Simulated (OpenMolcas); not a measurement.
# AsF3 (arsenic trifluoride) at SPW92/aug-pcseg-1

Aim: the vertical ionisation energy of AsF3 (arsenic trifluoride) at SPW92/aug-pcseg-1, from 2 runs. 

Program for the calculation: OpenMolcas 26.06.

### 1 Starting point

AsF3 has 4 atoms, charge 0, and is taken as a singlet. SMILES: `F[As](F)F`. Geometry: a GFN2-xTB relaxation, a rough one for these elements and not checked as a minimum.

Bond lengths: F1–As2 1.720 Å, As2–F3 1.720 Å, As2–F4 1.720 Å. Angles: F1–As2–F3 92.9°, F1–As2–F4 92.8°, F3–As2–F4 92.8°.

### 2 A single-point energy at SPW92/aug-pcseg-1

job.inp

```
&gateway
 baslib = $CurrDir
 coord
 4
 bohr
 F     -0.79839039     0.75734554     2.52595912
 As    -0.93208851    -0.92258319    -0.25358235
 F      2.25158978    -1.57474657    -0.20174716
 F     -0.52112977     1.73998423    -2.07062961
 basis = aug-pcseg-1
 group = NoSym

&seward
 gridinput
 Grid=Fine
 End of Grid

&scf
 ksdft = 2
 1.0 LDA_X
 1.0 LDA_C_PW
 prorbitals = 1 1
```

The basis set aug-pcseg-1 is read from a file made from the Basis Set Exchange's data (not shown).

Started as:

```console
export MOLCAS_MEM=1860
pymolcas job.inp > job.log
```

The log of the run, shortened:

```text
--- Start Module: gateway ---
[...]
--- Stop Module: gateway /rc=_RC_ALL_IS_WELL_ ---
--- Start Module: seward ---
[...]
      Basis functions          105
--- Stop Module: seward /rc=_RC_ALL_IS_WELL_ ---
[...]
--- Start Module: scf ---
[...]
       Convergence after  13 Iterations
[...]
::    Total KS-DFT energy                           -2530.0236486385
[...]
      Total spin, S                                     0.0000000000
[...]
      Total electronic charge=   60.000000
      Total            charge=   -0.000000
[...]
      Dipole Moment (debye):
      Origin of the operator (angstrom)=   -0.2091   -0.2070   -0.0569
                   X= -1.8453E+00               Y= -1.8259E+00               Z= -5.0350E-01           Total=  2.6443E+00
      Quadrupole Moment (debye*angstrom):
[...]
--- Stop Module: scf /rc=_RC_ALL_IS_WELL_ ---
[...]
```

It took 13 s on 1 thread of Arm Neoverse V1, shared host; peak memory 0.6 GiB.

### 3 The doublet cation at the same level

job.input

```
&GATEWAY
BasLib = $CurrDir
Coord
4
bohr
F     -0.79839039     0.75734554     2.52595912
As    -0.93208851    -0.92258319    -0.25358235
F      2.25158978    -1.57474657    -0.20174716
F     -0.52112977     1.73998423    -2.07062961
Basis = aug-pcseg-1
Group = NoSym
&SEWARD
GridInput
Grid=Fine
End of Grid
&SCF
UHF
Charge = 1
Spin = 2
KSDFT = 2
1.0 LDA_X
1.0 LDA_C_PW
PrOrbitals = 1 1
```

The basis set aug-pcseg-1 is read from a file made from the Basis Set Exchange's data (not shown).

Started as:

```console
export MOLCAS_MEM=1860
pymolcas job.input > job.log
```

The log of the run, shortened:

```text
--- Start Module: gateway ---
[...]
--- Stop Module: gateway /rc=_RC_ALL_IS_WELL_ ---
--- Start Module: seward ---
[...]
      Basis functions          105
--- Stop Module: seward /rc=_RC_ALL_IS_WELL_ ---
[...]
--- Start Module: scf ---
[...]
       Convergence after  18 Iterations
[...]
::    Total KS-DFT energy                           -2529.5524205811
[...]
      Total spin, S                                     0.5006057242
[...]
      Total electronic charge=   59.000000
      Total            charge=    1.000000
[...]
      Dipole Moment (debye):
      Origin of the operator (angstrom)=   -0.2091   -0.2070   -0.0569
                   X= -2.1514E+00               Y= -2.1294E+00               Z= -5.8563E-01           Total=  3.0831E+00
      Center of Charge (angstrom)
[...]
--- Stop Module: scf /rc=_RC_ALL_IS_WELL_ ---
[...]
```

Wall time 19 s (1 thread of Arm Neoverse V1, shared host); peak memory 0.6 GiB.

### 4 Summary of results

Level: SPW92/aug-pcseg-1.

```
                                          quantity           value
                        singlet AsF3: total energy  -2530.02365 Eh
                       singlet AsF3: dipole moment          2.64 D
                         singlet AsF3: HOMO energy        -9.03 eV
                         singlet AsF3: LUMO energy        -2.57 eV
                       singlet AsF3: HOMO–LUMO gap         6.46 eV
                      doublet cation: total energy  -2529.55242 Eh
doublet cation: HOMO energy (highest over α and β)       -17.45 eV
 doublet cation: LUMO energy (lowest over α and β)       -16.66 eV
                              doublet cation: ⟨S²⟩           0.751
vertical ionisation energy (to the doublet cation)       12.823 eV
```

**Reading.** Removing an electron at fixed nuclei costs 12.82 eV (296 kcal/mol). The negative HOMO energy of the first species, 9.03 eV, lies 3.79 eV below that difference. Mulliken charges (doublet cation) run from -0.42 on F4 to +2.27 on As2; in a basis this large or diffuse they mean little.
